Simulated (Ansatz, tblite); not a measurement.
# Sn10H16 hole sphere (InSn₉H₁₆): one state, many levels

Aim: run the doublet of Sn10H16 hole sphere (InSn₉H₁₆) at one geometry on many levels, and compare frontier levels, spin and run time.

Computed with Ansatz 0.2.0, Gaussian basis. Level: as each input shows.

Plan: GFN1-xTB, GFN2-xTB, PBE-D4/def2-TZVP, r2SCAN-D4/def2-TZVP, r2SCANh-D4/def2-TZVP, PBE-QIDH/def2-TZVP, BLYP-D4/def2-TZVP, PBE-D4/def2-SVP, PBE0-D4/def2-SVP, MP2/def2-SVP, RPA/def2-SVP.

### Step 1. The structure

The doublet was relaxed beforehand with PBE-D4/def2-SVP.

26 atoms, charge 0, spin multiplicity 2.

Bond lengths: Sn1–Sn5 2.817 Å, Sn1–Sn7 2.816 Å, Sn1–Sn8 2.816 Å, Sn1–H11 1.744 Å, Sn2–Sn6 2.816 Å, Sn2–Sn7 2.816 Å, Sn2–Sn9 2.828 Å, Sn2–H12 1.744 Å, Sn3–Sn5 2.818 Å, Sn3–Sn6 2.816 Å, Sn3–Sn10 2.830 Å, Sn3–H13 1.745 Å, In4–Sn8 2.804 Å, In4–Sn9 2.943 Å, In4–Sn10 2.953 Å, In4–H14 1.752 Å, Sn5–H15 1.738 Å, Sn5–H16 1.738 Å and more. Angles: Sn5–Sn1–Sn7 108.5°, Sn5–Sn1–Sn8 109.5°, Sn5–Sn1–H11 107.5°, Sn7–Sn1–Sn8 110.5°, Sn7–Sn1–H11 107.8°, Sn8–Sn1–H11 113.1°, Sn6–Sn2–Sn7 110.0°, Sn6–Sn2–Sn9 105.0°, Sn6–Sn2–H12 111.1°, Sn7–Sn2–Sn9 112.8°, Sn7–Sn2–H12 110.7°, Sn9–Sn2–H12 107.1°, Sn5–Sn3–Sn6 110.5°, Sn5–Sn3–Sn10 112.4°, Sn5–Sn3–H13 110.7°, Sn6–Sn3–Sn10 105.4°, Sn6–Sn3–H13 111.3°, Sn10–Sn3–H13 106.4° and more.

As a file:

```
Sn   -1.68017    1.68156   -1.68658
Sn    1.56922   -1.61415   -1.58922
Sn   -1.57188   -1.61910    1.54862
In    1.62221    2.10373    1.59949
Sn   -3.23530    0.04047   -0.00647
Sn   -0.07878   -3.34566   -0.10115
Sn   -0.00651    0.03495   -3.24054
Sn   -0.14475    3.44425   -0.11667
Sn    3.03095   -0.15335    0.34189
Sn    0.34315   -0.14647    3.02201
H    -2.77093    2.50473   -2.76969
H     2.72568   -2.51123   -2.53784
H    -2.51154   -2.51211    2.71743
H     2.69848    2.97977    2.66941
H    -4.30665   -0.98527   -0.91316
H    -4.21956    0.99996    1.05670
H    -1.11338   -4.29204   -1.12504
H     0.86827   -4.44209    0.85511
H    -0.92775   -0.99297   -4.29767
H     1.03798    0.99375   -4.24479
H     0.67486    4.51124   -1.22304
H    -1.28317    4.44239    0.74296
H     4.42034    0.65348   -0.35285
H     3.66909   -1.25935    1.52192
H    -0.36201    0.70206    4.38173
H     1.52792   -1.22616    3.70142
```

In, Sn take a core potential in the def2 sets. No spin-orbit coupling is included.

PBE0-D4/def2-TZVP was run before; its log isn't repeated, and its numbers join the tables.

### Step 2. GFN1-xTB

Tight binding, by tblite at 300 K electronic temperature and without a spin-polarisation term:

```python
tblite.interface.Calculator('GFN1-xTB', numbers, positions, charge=0, uhf=1).singlepoint()
```

Energy -893.6097 eV; 0.059 s.

### Step 3. GFN2-xTB

Tight binding, by tblite at 300 K electronic temperature and without a spin-polarisation term:

```python
tblite.interface.Calculator('GFN2-xTB', numbers, positions, charge=0, uhf=1).singlepoint()
```

Energy -772.8949 eV; 0.083 s.

### Step 4. PBE-D4/def2-TZVP

start.molden holds the orbitals of an earlier run on this state, given as this run's starting guess.

File in.yaml:

```yaml
crystal:
  periodic: [false, false, false]
  atoms:
    - {symbol: Sn, position_ang: [-1.680172, 1.681561, -1.686578]}
    - {symbol: Sn, position_ang: [1.569217, -1.614154, -1.589220]}
    - {symbol: Sn, position_ang: [-1.571876, -1.619097, 1.548623]}
    - {symbol: In, position_ang: [1.622206, 2.103729, 1.599495]}
    - {symbol: Sn, position_ang: [-3.235300, 0.040474, -0.006468]}
    - {symbol: Sn, position_ang: [-0.078783, -3.345659, -0.101151]}
    - {symbol: Sn, position_ang: [-0.006506, 0.034947, -3.240542]}
    - {symbol: Sn, position_ang: [-0.144747, 3.444250, -0.116674]}
    - {symbol: Sn, position_ang: [3.030949, -0.153349, 0.341886]}
    - {symbol: Sn, position_ang: [0.343149, -0.146473, 3.022007]}
    - {symbol: H, position_ang: [-2.770926, 2.504733, -2.769690]}
    - {symbol: H, position_ang: [2.725685, -2.511234, -2.537841]}
    - {symbol: H, position_ang: [-2.511536, -2.512105, 2.717429]}
    - {symbol: H, position_ang: [2.698478, 2.979771, 2.669410]}
    - {symbol: H, position_ang: [-4.306652, -0.985269, -0.913160]}
    - {symbol: H, position_ang: [-4.219561, 0.999964, 1.056704]}
    - {symbol: H, position_ang: [-1.113375, -4.292039, -1.125040]}
    - {symbol: H, position_ang: [0.868270, -4.442090, 0.855107]}
    - {symbol: H, position_ang: [-0.927747, -0.992967, -4.297666]}
    - {symbol: H, position_ang: [1.037982, 0.993753, -4.244786]}
    - {symbol: H, position_ang: [0.674856, 4.511237, -1.223035]}
    - {symbol: H, position_ang: [-1.283168, 4.442386, 0.742965]}
    - {symbol: H, position_ang: [4.420343, 0.653482, -0.352854]}
    - {symbol: H, position_ang: [3.669094, -1.259349, 1.521922]}
    - {symbol: H, position_ang: [-0.362005, 0.702056, 4.381732]}
    - {symbol: H, position_ang: [1.527923, -1.226156, 3.701424]}
basis:
  gaussian: {orbitals: def2-TZVP, fitting: {mean_field: def2-universal-jkfit}, initial_orbitals: start.molden}
magnetization: {spin_polarized: true, initial_magnetization: 1}
hamiltonian: {xc: pbe, dispersion: d4}
scf: {omitted_lower_state_checks: [starts]}
output: {forces: true, orbitals: {seedname: orbitals}}
```

Launch:

```console
$ ansatz run in.yaml --threads 2 --pin off --events-out ev --progress --plain --max-ram 32768MiB --backend cuda --devices 0, --max-vram 18GiB
```

The runs that follow: r2SCAN-D4/def2-TZVP; r2SCANh-D4/def2-TZVP; PBE-QIDH/def2-TZVP; BLYP-D4/def2-TZVP; PBE-D4/def2-SVP; PBE0-D4/def2-SVP; MP2/def2-SVP; RPA/def2-SVP.

Q: Predict the results of all the runs planned. Wanted: gap in def2-TZVP, named functionals, smallest and largest; correlation energy, MP2/def2-SVP; binding an atom, functionals in def2-TZVP; ⟨S²⟩ in def2-TZVP, named functionals, smallest and largest; PBE0 total energy, smallest basis above largest.

**Answer**, as computed:

| quantity | value |
| --- | --- |
| gap in def2-TZVP, named functionals, smallest and largest | 0.38 eV (BLYP-D4), 1.91 eV (PBE0-D4) |
| correlation energy, MP2/def2-SVP | -30.05 eV |
| binding an atom, functionals in def2-TZVP | 2.29 (BLYP-D4) to 2.34 eV (r2SCAN-D4) |
| ⟨S²⟩ in def2-TZVP, named functionals, smallest and largest | 0.752, 0.759 |
| PBE0 total energy, smallest basis above largest | 1.92 eV (def2-SVP, def2-TZVP) |

Over the named functionals in def2-TZVP the gap runs from 0.38 eV (BLYP-D4) to 1.91 eV (PBE0-D4); exact exchange widens it. Over the named functionals in def2-TZVP spin contamination reaches 0.01 (r2SCANh-D4), which is small.
